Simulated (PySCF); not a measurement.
**[Lu(H2O)]3+: how settings move a single point**

Aim: repeat the single point on relaxed [Lu(H2O)]3+ with altered settings, some of them bad on purpose. The species was built from a template and needn't be a known compound.

The runs use PySCF 2.14.0; B3LYP, Lu lcecp-1-SVP with ECP60, O def2-SVP, H def2-SVP; scalar-relativistic core potentials, no spin–orbit coupling.

2 further runs of the same task are left out: 2 for a known fault of the program.

### Step 1. Starting geometry

4 atoms, charge 3, spin multiplicity 1.

Bond lengths: Lu1–O2 2.120 Å, O2–H3 1.009 Å, O2–H4 1.009 Å. Angles: Lu1–O2–H3 128.9°, Lu1–O2–H4 128.9°, H3–O2–H4 102.2°.

Geometry (Å):

```
Lu    0.0000    0.0000   -0.0516
O     0.0000    0.0000    2.0683
H     0.7854    0.0000    2.7016
H    -0.7854    0.0000    2.7016
```

Formal oxidation states: Lu +3. Each metal's 14 4f electrons lie in its core potential, so multiplicities, spins and levels count the valence alone. An earlier session relaxed this geometry at B3LYP, Lu lcecp-1-SVP with ECP60, O def2-SVP, H def2-SVP (singlet, point group C2v).

The sound run used a (50, 194) grid (finer on f atoms), a threshold of 1e-8 and at most 55 cycles, and ended at -114.990624 Eh.

### Step 2. Altered run 1

Contents of run.py (the lines that set the calculation):

```python
mol = gto.M(atom='''
Lu     0.00000     0.00000    -0.05162
O      0.00000     0.00000     2.06827
H      0.78536     0.00000     2.70160
H     -0.78536     0.00000     2.70160''',
    basis={'Lu': 'lcecp-1-SVP', 'O': 'def2-SVP', 'H': 'def2-SVP'},
    ecp={'Lu': 'lcecp-1-SVP'},
    charge=3, spin=0)
mf = dft.RKS(mol, xc='B3LYP')
mf.grids.atom_grid = (50, 194)  # f atoms: unpruned, at least (60, 302)
mf = mf.density_fit()  # fitting sets: Lu AutoAux, O def2-universal-JKFIT, H def2-universal-JKFIT
mf.conv_tol = 1e-08; mf.max_cycle = 55
mf.kernel(dm0)  # dm0: smeared density
```

On the command line:

```sh
> OMP_NUM_THREADS=2 python run.py
```

Output:

```text
init E= -114.977593134313
  HOMO = -1.04685707477281  LUMO = -0.787134879422788  gap/eV = 7.06740
cycle= 1 E= -114.99028476944  delta_E= -0.0127  |g|= 0.0361  |ddm|= 0.0457
  HOMO = -1.02895969607759  LUMO = -0.790781731456371  gap/eV = 6.48115
cycle= 2 E= -114.989689673  delta_E= 0.000595  |g|= 0.0688  |ddm|= 0.0829
  HOMO = -1.03982379725927  LUMO = -0.789447380916189  gap/eV = 6.81309
cycle= 3 E= -114.990621004243  delta_E= -0.000931  |g|= 0.00324  |ddm|= 0.043
  HOMO = -1.04051661759835  LUMO = -0.78878392599079  gap/eV = 6.85000
cycle= 4 E= -114.990624155664  delta_E= -3.15e-06  |g|= 0.000466  |ddm|= 0.00417
  HOMO = -1.04063168655177  LUMO = -0.788772311678194  gap/eV = 6.85344
cycle= 5 E= -114.990624195383  delta_E= -3.97e-08  |g|= 3.49e-05  |ddm|= 0.000275
  HOMO = -1.04063692712345  LUMO = -0.788770702090653  gap/eV = 6.85363
cycle= 6 E= -114.990624195601  delta_E= -2.18e-10  |g|= 5.18e-06  |ddm|= 2.36e-05
  HOMO = -1.04063826981649  LUMO = -0.78877057528312  gap/eV = 6.85367
Extra cycle  E= -114.990624195604  delta_E= -3.41e-12  |g|= 4.26e-06  |ddm|= 8.45e-06
converged SCF energy = -114.990624195604
```

Wall time 1 s (2 threads of Arm Neoverse V2, shared host).

Changed: the starting guess (smeared density). It converges in 6 cycles, at the sound run's energy within 0.001 eV, with a largest force component of 0.00 eV/Å. The result survives the change.

### Step 3. Altered run 2

run.py (the lines that set the calculation), as its differences from that of step 2:

```diff
@@ -11,3 +11,3 @@
 mf = mf.density_fit()  # fitting sets: Lu AutoAux, O def2-universal-JKFIT, H def2-universal-JKFIT
-mf.conv_tol = 1e-08; mf.max_cycle = 55
-mf.kernel(dm0)  # dm0: smeared density
+mf.conv_tol = 0.0001; mf.max_cycle = 55
+mf.kernel(dm0)  # dm0: free metal ions and neutral atoms
```

On the command line:

```sh
> OMP_NUM_THREADS=2 python run.py
```

Output:

```text
init E= -105.10961462946
  HOMO = -1.85891737088096  LUMO = -1.06268378019286  gap/eV = 21.66662
cycle= 1 E= -112.542825075165  delta_E= -7.43  |g|= 3.37  |ddm|= 3.25
  HOMO = -0.807551540701835  LUMO = -0.802039460069009  gap/eV = 0.14999
cycle= 2 E= -101.649498195007  delta_E= 10.9  |g|= 3.72  |ddm|= 6.74
  HOMO = -1.46505934855169  LUMO = -1.07712542767303  gap/eV = 10.55622
cycle= 3 E= -114.116402754486  delta_E= -12.5  |g|= 1.99  |ddm|= 6.56
  HOMO = -1.46032832233703  LUMO = -0.765288029373  gap/eV = 18.91301
cycle= 4 E= -114.568379618208  delta_E= -0.452  |g|= 1.44  |ddm|= 0.98
  HOMO = -1.06449375869931  LUMO = -0.794164376893513  gap/eV = 7.35604
cycle= 5 E= -114.980817035679  delta_E= -0.412  |g|= 0.211  |ddm|= 0.918
  HOMO = -1.04114834682319  LUMO = -0.785870786934563  gap/eV = 6.94646
cycle= 6 E= -114.989877513451  delta_E= -0.00906  |g|= 0.058  |ddm|= 0.193
  HOMO = -1.03897892270226  LUMO = -0.790060561220935  gap/eV = 6.77341
cycle= 7 E= -114.990596364685  delta_E= -0.000719  |g|= 0.011  |ddm|= 0.0567
  HOMO = -1.04064307306613  LUMO = -0.788802146583995  gap/eV = 6.85294
cycle= 8 E= -114.990624138698  delta_E= -2.78e-05  |g|= 0.000343  |ddm|= 0.0104
  HOMO = -1.04060727851786  LUMO = -0.788777467287937  gap/eV = 6.85264
Extra cycle  E= -114.990624188747  delta_E= -5e-08  |g|= 0.00017  |ddm|= 0.000688
converged SCF energy = -114.990624188747
```

Wall time 1.1 s (2 threads of Arm Neoverse V2, shared host).

Changed: the SCF threshold (0.0001). It converges in 8 cycles, at the sound run's energy within 0.001 eV, with a largest force component of 0.00 eV/Å. The result survives the change.

### Step 4. Altered run 3

run.py (the lines that set the calculation), as its differences from that of step 3:

```diff
@@ -7,7 +7,7 @@
     ecp={'Lu': 'lcecp-1-SVP'},
-    charge=3, spin=0)
-mf = dft.RKS(mol, xc='B3LYP')
+    charge=3, spin=12)
+mf = dft.UKS(mol, xc='B3LYP')
 mf.grids.atom_grid = (50, 194)  # f atoms: unpruned, at least (60, 302)
 mf = mf.density_fit()  # fitting sets: Lu AutoAux, O def2-universal-JKFIT, H def2-universal-JKFIT
-mf.conv_tol = 0.0001; mf.max_cycle = 55
+mf.conv_tol = 1e-08; mf.max_cycle = 79
 mf.kernel(dm0)  # dm0: free metal ions and neutral atoms
```

On the command line:

```sh
> OMP_NUM_THREADS=2 python run.py
```

Output:

```text
init E= -117.465449455207
cycle= 1 E= -99.6069086451099  delta_E= 17.9  |g|= 2.77  |ddm|= 6.65
cycle= 2 E= -80.3099608194259  delta_E= 19.3  |g|= 5.53  |ddm|= 11.1
cycle= 3 E= -100.637043262603  delta_E= -20.3  |g|= 2.82  |ddm|= 6.01
cycle= 4 E= -110.255804916159  delta_E= -9.62  |g|= 0.469  |ddm|= 5.55
cycle= 5 E= -110.381029939681  delta_E= -0.125  |g|= 0.157  |ddm|= 1.01
cycle= 6 E= -110.24102839096  delta_E= 0.14  |g|= 0.385  |ddm|= 2.33
cycle= 7 E= -110.376047636162  delta_E= -0.135  |g|= 0.194  |ddm|= 1.08
cycle= 8 E= -110.407608503131  delta_E= -0.0316  |g|= 0.126  |ddm|= 0.437
cycle= 9 E= -110.426897165608  delta_E= -0.0193  |g|= 0.0565  |ddm|= 0.425
cycle= 10 E= -110.431977002532  delta_E= -0.00508  |g|= 0.00726  |ddm|= 0.328
cycle= 11 E= -110.432045526643  delta_E= -6.85e-05  |g|= 0.00321  |ddm|= 0.0378
cycle= 12 E= -110.432058176932  delta_E= -1.27e-05  |g|= 0.00103  |ddm|= 0.0172
cycle= 13 E= -110.432059491872  delta_E= -1.31e-06  |g|= 0.000101  |ddm|= 0.00551
cycle= 14 E= -110.432059506774  delta_E= -1.49e-08  |g|= 8.01e-05  |ddm|= 0.00103
cycle= 15 E= -110.432059517208  delta_E= -1.04e-08  |g|= 2.43e-05  |ddm|= 0.000541
cycle= 16 E= -110.432059517803  delta_E= -5.96e-10  |g|= 2.56e-06  |ddm|= 8.2e-05
Extra cycle  E= -110.432059517836  delta_E= -3.25e-11  |g|= 2.1e-06  |ddm|= 3.72e-05
converged SCF energy = -110.432059517836  <S^2> = 42.001341  2S+1 = 13.000206
```

It took 1.9 s on 2 threads of Arm Neoverse V2, shared host.

Changed: the spin (12 unpaired electrons); the cycle limit is 79. It converges in 16 cycles, +124.045 eV from the sound run, with a largest force component of 19.80 eV/Å. The setting is unsound, so these numbers aren't the compound's.

### Step 5. Altered run 4

Contents of run.py (the lines that set the calculation):

```python
mol = gto.M(atom='''
Lu     0.00000     0.00000    -0.05420
O      0.00000     0.00000     2.17168
H      0.82463     0.00000     2.83668
H     -0.82463     0.00000     2.83668''',
    basis={'Lu': 'lcecp-1-SVP', 'O': 'def2-SVP', 'H': 'def2-SVP'},
    ecp={'Lu': 'lcecp-1-SVP'},
    charge=3, spin=0)
mf = dft.RKS(mol, xc='B3LYP')
mf.grids.atom_grid = (50, 194)  # f atoms: unpruned, at least (60, 302)
mf = mf.density_fit()  # fitting sets: Lu AutoAux, O def2-universal-JKFIT, H def2-universal-JKFIT
mf.conv_tol = 1e-08; mf.max_cycle = 55
mf.kernel(dm0)  # dm0: free metal ions and neutral atoms
```

On the command line:

```sh
> OMP_NUM_THREADS=2 python run.py
```

Output:

```text
init E= -105.111470016312
  HOMO = -1.83718564627757  LUMO = -1.06458637615725  gap/eV = 21.02350
cycle= 1 E= -112.460038286865  delta_E= -7.35  |g|= 3.36  |ddm|= 3.22
  HOMO = -0.807370376206413  LUMO = -0.801628771770282  gap/eV = 0.15624
cycle= 2 E= -101.370404938849  delta_E= 11.1  |g|= 3.81  |ddm|= 6.63
  HOMO = -1.4355240065554  LUMO = -1.07280518474678  gap/eV = 9.87008
cycle= 3 E= -114.203044592523  delta_E= -12.8  |g|= 1.86  |ddm|= 6.41
  HOMO = -1.36703047287589  LUMO = -0.747558943328306  gap/eV = 16.85668
cycle= 4 E= -114.621262235852  delta_E= -0.418  |g|= 1.33  |ddm|= 0.984
  HOMO = -1.0210196698127  LUMO = -0.794354701072271  gap/eV = 6.16787
cycle= 5 E= -114.976759187982  delta_E= -0.355  |g|= 0.184  |ddm|= 0.86
  HOMO = -1.00569623819285  LUMO = -0.785123074964893  gap/eV = 6.00210
cycle= 6 E= -114.983624688736  delta_E= -0.00687  |g|= 0.0533  |ddm|= 0.165
  HOMO = -1.00410011875847  LUMO = -0.788721114080293  gap/eV = 5.86076
cycle= 7 E= -114.984243012698  delta_E= -0.000618  |g|= 0.0104  |ddm|= 0.0532
  HOMO = -1.0057106658911  LUMO = -0.787487623827378  gap/eV = 5.93815
cycle= 8 E= -114.984268801566  delta_E= -2.58e-05  |g|= 0.000715  |ddm|= 0.0106
  HOMO = -1.00556156211055  LUMO = -0.787490129161016  gap/eV = 5.93403
cycle= 9 E= -114.984268954232  delta_E= -1.53e-07  |g|= 0.000197  |ddm|= 0.000971
  HOMO = -1.00559410053938  LUMO = -0.787480631216882  gap/eV = 5.93517
cycle= 10 E= -114.984268963677  delta_E= -9.45e-09  |g|= 2.54e-05  |ddm|= 0.000186
  HOMO = -1.00560415648702  LUMO = -0.787477053689599  gap/eV = 5.93554
Extra cycle  E= -114.984268963411  delta_E= 2.66e-10  |g|= 4.57e-05  |ddm|= 5.29e-05
converged SCF energy = -114.984268963411
```

Wall time 1.1 s (2 threads of Arm Neoverse V2, shared host).

Changed: the scale of all coordinates (1.05). It converges in 10 cycles, +0.173 eV from the sound run, with a largest force component of 1.40 eV/Å. The setting is unsound, so these numbers aren't the compound's.

### Step 6. Altered run 5

Contents of run.py (the lines that set the calculation):

```python
mol = gto.M(atom='''
Lu     0.00000     0.00000    -0.05162
O      0.00000     0.00000     2.06827
H      0.78536     0.00000     2.70160
H     -0.21945     0.00000     0.71770''',
    basis={'Lu': 'lcecp-1-SVP', 'O': 'def2-SVP', 'H': 'def2-SVP'},
    ecp={'Lu': 'lcecp-1-SVP'},
    charge=3, spin=0)
mf = dft.RKS(mol, xc='B3LYP')
mf.grids.atom_grid = (50, 194)  # f atoms: unpruned, at least (60, 302)
mf = mf.density_fit()  # fitting sets: Lu AutoAux, O def2-universal-JKFIT, H def2-universal-JKFIT
mf.conv_tol = 1e-08; mf.max_cycle = 65
mf.kernel(dm0)  # dm0: free metal ions and neutral atoms
```

On the command line:

```sh
> OMP_NUM_THREADS=2 python run.py
```

Output:

```text
init E= -104.6239070119
  HOMO = -1.98884359861436  LUMO = -1.06845866803812  gap/eV = 25.04495
cycle= 1 E= -110.613930109641  delta_E= -5.99  |g|= 3.49  |ddm|= 3.81
cycle= 2 E= -95.7671282674048  delta_E= 14.8  |g|= 3.65  |ddm|= 6.51
  HOMO = -1.4534305548024  LUMO = -1.15200663391152  gap/eV = 8.20216
cycle= 3 E= -111.33353797018  delta_E= -15.6  |g|= 3.08  |ddm|= 6.37
  HOMO = -1.63736933539489  LUMO = -1.05751640144248  gap/eV = 15.77860
cycle= 4 E= -111.34765853789  delta_E= -0.0141  |g|= 3.05  |ddm|= 0.774
  HOMO = -1.73896729041095  LUMO = -0.906762874481075  gap/eV = 22.64544
cycle= 5 E= -111.875419935814  delta_E= -0.528  |g|= 2.69  |ddm|= 0.449
  HOMO = -1.33968111192229  LUMO = -0.964931352641262  gap/eV = 10.19746
cycle= 6 E= -112.896484767751  delta_E= -1.02  |g|= 1.76  |ddm|= 0.993
  HOMO = -1.28127742354061  LUMO = -0.980533254577736  gap/eV = 8.18367
cycle= 7 E= -113.146924726147  delta_E= -0.25  |g|= 1.44  |ddm|= 0.344
  HOMO = -1.20853848560379  LUMO = -0.969616889716985  gap/eV = 6.50139
cycle= 8 E= -113.366293178807  delta_E= -0.219  |g|= 1.05  |ddm|= 0.362
  HOMO = -1.07833266027978  LUMO = -0.985260681152464  gap/eV = 2.53262
cycle= 9 E= -113.637158200722  delta_E= -0.271  |g|= 0.0876  |ddm|= 1.01
  HOMO = -1.07947629886999  LUMO = -0.987334304746248  gap/eV = 2.50731
cycle= 10 E= -113.638517657318  delta_E= -0.00136  |g|= 0.0436  |ddm|= 0.091
  HOMO = -1.08329798444379  LUMO = -0.986885275815713  gap/eV = 2.62352
cycle= 11 E= -113.6389256363  delta_E= -0.000408  |g|= 0.00996  |ddm|= 0.046
  HOMO = -1.0828996853701  LUMO = -0.987165301764904  gap/eV = 2.60507
cycle= 12 E= -113.638952906598  delta_E= -2.73e-05  |g|= 0.00114  |ddm|= 0.0139
  HOMO = -1.08297234973386  LUMO = -0.987062011845193  gap/eV = 2.60985
cycle= 13 E= -113.638953585419  delta_E= -6.79e-07  |g|= 0.000277  |ddm|= 0.00347
  HOMO = -1.08297597729354  LUMO = -0.987074815880781  gap/eV = 2.60960
cycle= 14 E= -113.638953660786  delta_E= -7.54e-08  |g|= 5.03e-05  |ddm|= 0.00174
  HOMO = -1.0829735157376  LUMO = -0.987070317027797  gap/eV = 2.60966
cycle= 15 E= -113.638953665691  delta_E= -4.9e-09  |g|= 2.44e-05  |ddm|= 0.000494
  HOMO = -1.08298221664514  LUMO = -0.987068756247435  gap/eV = 2.60994
Extra cycle  E= -113.638953664191  delta_E= 1.5e-09  |g|= 8.77e-05  |ddm|= 9.69e-05
converged SCF energy = -113.638953664191
```

Wall time 1.3 s (2 threads of Arm Neoverse V2, shared host).

Changed: one atom's place (atom 4 put 0.8 Å from the metal); the cycle limit is 65. It converges in 15 cycles, +36.781 eV from the sound run, with a largest force component of 116.73 eV/Å. The setting is unsound, so these numbers aren't the compound's.

### Step 7. Side by side

| run | changed | ending | energy change (eV) | cycles | time | usable |
| --- | --- | --- | --- | --- | --- | --- |
| 1 | the starting guess | converged | 0.000 | 6 | 1 s | yes |
| 2 | the SCF threshold | converged | 0.000 | 8 | 1.1 s | yes |
| 3 | the spin | converged | +124.045 | 16 | 1.9 s | no |
| 4 | the scale of all coordinates | converged | +0.173 | 10 | 1.1 s | no |
| 5 | one atom's place | converged | +36.781 | 15 | 1.3 s | no |

2 of 5 altered runs give a usable result. 3 ended normally with numbers unfit to quote.
